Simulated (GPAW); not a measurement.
# HfGe (P-6m2) in GPAW: single point with PBE

Aim: the single point of HfGe with PBE.

Everything below comes from runs of GPAW 26.7.0. Logs are shortened: lines on timing, memory, paths and dates and some standing lists are left out, and cuts for length are marked. The log counts tension as positive stress, the text compression.

## (1) The structure

The structure is hexagonal, space group P-6m2 (No. 187). Conventional cell: a = 3.934 Å, b = 3.934 Å, c = 3.510 Å, α = 90.00°, β = 90.00°, γ = 120.00°. Around Hf (site symmetry -6m2) lie 3 Ge at 2.27 Å. Ge (site symmetry -6m2) is surrounded by 3 Hf at 2.27 Å.

The cell was built by a generator and needn't be a form met in nature.

## (2) Single point, PBE

run.py reads:

```python
from ase.dft.bandgap import bandgap
from ase.io import read, write
from ase.units import GPa
from gpaw import GPAW, PW

atoms = read('POSCAR')

calc = GPAW(mode=PW(500),
            xc='PBE',
            kpts={'size': (6, 6, 6), 'gamma': True},
            occupations={'name': 'fermi-dirac', 'width': 0.05},
            nbands=18,
            maxiter=120,
            txt='gpaw.txt')
atoms.calc = calc
energy = atoms.get_potential_energy()
forces = atoms.get_forces()
stress = atoms.get_stress()
calc.write('gs.gpw')
write('result.traj', atoms)
print(f'Energy: {energy:.6f} eV')
print('Forces (eV/A):')
print(forces.round(4))
print('Stress (GPa):', (stress / GPa).round(3))
print('Fermi level:', round(calc.get_fermi_level(), 4), 'eV')
print(f'Gap: {bandgap(calc)[0]:.4f} eV, direct: {bandgap(calc, direct=True)[0]:.4f} eV')
```

POSCAR reads:

```
HfGe
1.0
    3.9335093854      0.0000000000      0.0000000000
   -1.9667546927      3.4065190538      0.0000000000
    0.0000000000      0.0000000000      3.5096193900
Hf Ge
1 1
Direct
    0.0000000000      0.0000000000      0.5000000000
    0.3333333333      0.6666666667      0.5000000000
```

Potentials or basis: GPAW PAW data sets (gpaw-data 1.2.1), pw.

The run is started by

```
$ OMP_NUM_THREADS=1 python run.py
```

gpaw.txt:

```text
__  _  _
 | _ |_)|_||  |
 |__||  | ||/\| - 26.7.0

Input parameters:
  mode=PW(ecut=500.0),
  kpts=MonkhorstPack(size=(6, 6, 6), gamma=True),
  maxiter=120,
  nbands=18,
  occupations=Occupations(name='fermi-dirac', width=0.05),
  xc=XC(name='PBE')

Diagonalizing LCAO Hamiltonian
Converting LCAO to pw mode

         Ge
       Hf

Atoms  # Å, Bohr magnetons
|   | symbol |         x |        y |        z |    initial magnetic moments |
|---|--------|-----------|----------|----------|-----------------------------|
| 0 |     Hf |  0.000000 | 0.000000 | 1.754810 | ( 0.0000,  0.0000,  0.0000) |
| 1 |     Ge | -0.000000 | 2.271013 | 1.754810 | ( 0.0000,  0.0000,  0.0000) |

Unit cell  # Å
| periodic |         x |        y |        z |  lengths |     angles |
|----------|-----------|----------|----------|----------|------------|
|      yes |  3.933509 | 0.000000 | 0.000000 | 3.933509 |  90.000000 |
|      yes | -1.966755 | 3.406519 | 0.000000 | 3.933509 |  90.000000 |
|      yes |  0.000000 | 0.000000 | 3.509619 | 3.509619 | 120.000000 |

Number of symmetries: 12
Symmetry operations  # r_c * U_cc + t_c -> r_c
|    | kind |            matrix            |
|----|------|------------------------------|
|  0 |  σ   |  1, 1, 0,  0,-1, 0,  0, 0, 1 |
|  1 |  C2  |  1, 1, 0,  0,-1, 0,  0, 0,-1 |
|  2 |  E   |  1, 0, 0,  0, 1, 0,  0, 0, 1 |
|  3 |  σ   |  1, 0, 0,  0, 1, 0,  0, 0,-1 |
|  4 |  C3  |  0, 1, 0, -1,-1, 0,  0, 0, 1 |
|  5 |  S3  |  0, 1, 0, -1,-1, 0,  0, 0,-1 |
|  6 |  σ   |  0,-1, 0, -1, 0, 0,  0, 0, 1 |
|  7 |  C2  |  0,-1, 0, -1, 0, 0,  0, 0,-1 |
|  8 |  σ   | -1, 0, 0,  1, 1, 0,  0, 0, 1 |
|  9 |  C2  | -1, 0, 0,  1, 1, 0,  0, 0,-1 |
| 10 |  C3  | -1,-1, 0,  1, 0, 0,  0, 0, 1 |
| 11 |  S3  | -1,-1, 0,  1, 0, 0,  0, 0,-1 |

BZ-sampling:
  Number of BZ points: 216
  Number of IBZ points: 28

  Monkhorst-Pack size: [6, 6, 6]
  Monkhorst-Pack shift: [0.08333333333333333, 0.08333333333333333, 0.08333333333333333]

K-points  # in reciprocal-cell coordinates
|     |                                coordinates |     weight |
|-----|--------------------------------------------|------------|
|   0 | (  0.00000000,   0.00000000,   0.00000000) | 0.00462963 |
|   1 | (  0.00000000,   0.00000000,   0.16666667) | 0.00925926 |
|   2 | (  0.00000000,   0.00000000,   0.33333333) | 0.00925926 |
|   3 | (  0.00000000,   0.00000000,   0.50000000) | 0.00462963 |
|   4 | (  0.16666667,   0.00000000,   0.00000000) | 0.02777778 |
|   5 | (  0.16666667,   0.00000000,   0.16666667) | 0.05555556 |
|   6 | (  0.16666667,   0.00000000,   0.33333333) | 0.05555556 |
|   7 | (  0.16666667,   0.00000000,   0.50000000) | 0.02777778 |
|   8 | (  0.33333333,  -0.16666667,   0.00000000) | 0.02777778 |
|   9 | (  0.33333333,  -0.16666667,   0.16666667) | 0.05555556 |
| ... |                                            |            |
|  27 | (  0.50000000,   0.50000000,   0.50000000) | 0.01388889 |

Plane wave coefficients: 1207
Cutoff: 500.0 eV

Spin-components: 1 (collinear spins)
Bands:           18
Projectors:      11
Spin-degeneracy: 2
Datatype:        complex128

Parallelization:
  kpt:    1
  domain: 1
  band:   1

Density:
  Valence electrons: 16.0
  Components: 1
  Grid points: [21 21 20]
  Charge: 0.0  # |e|

Potential:
  Grid points: [21 21 20]

species:
  Hf:
    name:    Hafnium
    Z:       72.0
    valence: 12
    core:    60
    charge:  0.0  # [|e|]
    compensation charges:
      type: gauss
      rc: 0.41  # [Å]
      lmax: 2
    cutoffs:
      filter: 2.36  # [Å]
      core: 4.02  # [Å]
    projectors
    | kind |    occ | energy [eV] | rcut [Å] |
    |------|--------|-------------|----------|
    |   5s |  2.000 |     -66.831 |    1.397 |
    |   6s |  2.000 |      -5.097 |    1.397 |
    |   5p |  6.000 |     -35.599 |    1.307 |
    |   6p |  0.000 |      -1.401 |    1.307 |
    |   5d |  2.000 |      -2.699 |    1.334 |
    |    d |        |      24.513 |    1.334 |

    Using partial waves for Hf as LCAO basis

  Ge:
    name:    Germanium
    Z:       32.0
    valence: 4
    core:    28
    charge:  0.0  # [|e|]
    compensation charges:
      type: gauss
      rc: 0.32  # [Å]
      lmax: 2
    cutoffs:
      filter: 1.77  # [Å]
      core: 3.42  # [Å]
    projectors
    | kind |    occ | energy [eV] | rcut [Å] |
    |------|--------|-------------|----------|
    |   4s |  2.000 |     -11.726 |    1.005 |
    |   4p |  2.000 |      -3.896 |    1.005 |
    |    s |        |      15.485 |    1.005 |
    |    p |        |      23.315 |    1.005 |
    |    d |        |       0.000 |    1.005 |

    Using partial waves for Ge as LCAO basis

Reference energy: -466983.753128  # eV

eigensolver:
  PPCG
  Converge bands: occupied
  niter=2

density mixing:
  MSR1-Mixer
  Pratt-step length: 0.05
  Maximum mixing coefficient: 0.75
  Old densities: 10
  SVD Regularization: 0.005
  Good broyden scale: 1.0
  Trust region scale: 1.0
  Backstep threshold: 4.0
  History deletion threshold: 6.0
  Fourier metric: weight=20.0, sigma=0.015

occupation numbers:
  Fermi-Dirac:
    width: 0.0500  # eV

poisson solver:
  ecut: 4000.0  # eV

xc functional:
  name: PBE with 2 nearest neighbor stencil

convergence criteria:
- Maximum [total energy] change in last 3 cyles: 0.0005 eV / valence electron
- Maximum integral of absolute [dens]ity change: 0.0001 electrons / valence electron
- Maximum integral of absolute [eigenst]ate change: 4e-08 eV^2 / valence electron
maximum number of iterations: 120

SCF iterations
|iter     | |      energy | eigst |  dens |
|---------|-|-------------|-------|-------|
|iter:   1| |   -8.471481 | -0.10 |       |
|iter:   2| |   -8.340645 | -2.25 | -0.97 |
|iter:   3| |   -7.918126 | -1.38 | -1.02 |
|iter:   4| |   -7.918886 | -3.11 | -1.78 |
|iter:   5| |   -7.922000c| -3.49 | -2.06 |
|iter:   6| |   -7.922128c| -4.93 | -2.84 |
|iter:   7| |   -7.922114c| -6.40 | -3.43 |
|iter:   8| |   -7.922113c| -7.82c| -4.10c|

Converged in 8 steps
Energy contributions relative to reference atoms: (reference = -466983.753128)

Energy contributions:
  Kinetic:          73.346047
  Coulomb:         -62.393359
  Zero:             -0.477516
  External:          0.000000
  Xc:              -18.389432
  Entropy:          -0.015706
  Spinorbit:         0.000000
  ----------------------------
  Free energy:      -7.929966
  Extrapolated:     -7.922113

dipole moment: (-8.414134, -11.557472, 0.000094)  # |e|*Ang

Fermi level: 6.877
Eigenvalues  # (at kpt = [0.000, 0.000, 0.000])
| band index |      eig [eV] | occ [0-2] |
|------------|---------------|-----------|
|          0 |       -54.818 |     2.000 |
|          1 |       -23.853 |     2.000 |
|          2 |       -23.853 |     2.000 |
|          3 |       -23.748 |     2.000 |
|          4 |        -3.254 |     2.000 |
|          5 |         4.295 |     2.000 |
[... 8 lines left out ...]
|         14 |        16.528 |     0.000 |
|         15 |        19.288 |     0.000 |
|        ... |               |           |
|         17 |        22.091 |     0.000 |

No gap
No difference between direct/indirect transitions

Forces  # eV/Ang
|        x |        y |       z |
|----------|----------|---------|
| -0.00000 | -0.00000 | 0.00000 |  # Hf   0
|  0.00000 |  0.00000 | 0.00000 |  # Ge   1

Stress tensor  # eV/Ang^3
|         x |         y |        z |
|-----------|-----------|----------|
| -0.388127 |  0.000000 | 0.000000 |
|  0.000000 | -0.388127 | 0.000000 |
|  0.000000 |  0.000000 | 0.064255 |

# Writing to gs.gpw (mode='')
```

Wall time 11 s (1 thread of Arm Neoverse V1, shared host); peak memory 0.15 GiB.

Results:

* Free energy: -7.9300 eV
* Pressure: 38.0 GPa
* Band gap on the k mesh: none (metal or under the smearing width)

Stress tensor (GPa, compression positive):
```
 62.18   0.00   0.00
  0.00  62.18   0.00
  0.00   0.00 -10.29
```

Levels at points of the mesh, in eV from the Fermi level:
```csv
k point,band 6,band 7,band 8,band 9,band 10,band 11
"(0.00, 0.00, 0.00)",-2.58,-2.58,-1.34,2.52,3.06,3.06
"(0.00, 0.00, 0.50)",-3.24,-2.17,-2.17,1.36,1.36,4.91
"(0.50, 0.50, 0.00)",-3.78,-0.83,-0.09,0.16,1.48,2.74
"(0.50, 0.50, 0.50)",-3.37,-2.41,0.48,0.72,1.23,1.99
```

Caveat: the cutoff is short for stress and forces, so pressures can be off by a GPa or more; a pressure of tens of GPa on the cell as given is suspect, and the run, the potentials or the cell itself is likely at fault. The run has no spin-orbit coupling, so splittings on Hf are missing.
